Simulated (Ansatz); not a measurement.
# BeLi: the cost of one run

Program: Ansatz 0.2.0, Gaussian basis. Level of theory: the settings change from run to run. These are calculated values, not measurements.

44 further runs of the same task are left out: 23 for a known fault of the program, 14 that didn't finish, 7 set aside as unsound or not needed.

## Step 1: The geometry

The geometry derives from a PBE0/def2-TZVPD stationary point (not a proven minimum). One bond is set to the value named and the two fragments are kept rigid.

2 atoms, charge -1, spin multiplicity 1.

Atoms are counted from 1 here; the program's logs count them from 0.

No contacts short enough for the rule that draws bonds.

## Step 2: CCSDT on RHF/aug-cc-pVDZ

in.yaml reads:

```yaml
crystal:
  periodic: [false, false, false]
  atoms:
    - {symbol: Li, position_ang: [0.000000, 0.000000, 0.000000]}
    - {symbol: Be, position_ang: [0.000000, 0.000000, 2.294000]}
basis:
  gaussian: {orbitals: aug-cc-pVDZ}
total_charge: -1
magnetization: {spin_polarized: false}
hamiltonian: {pseudopotentials: {relativity: scalar}}
correlation: {method: ccsdt, electrons: valence}
accuracy: high
output: {forces: true}
```

Started as:

```bash
ansatz run in.yaml --threads 1 --pin off --events-out ev --progress --plain --max-ram 2393MiB
```

**Question.** How long does this run take on 1 thread of Arm Neoverse V2, shared host, and how much memory does it need?

About 57 s, with a peak of 0.32 GiB.
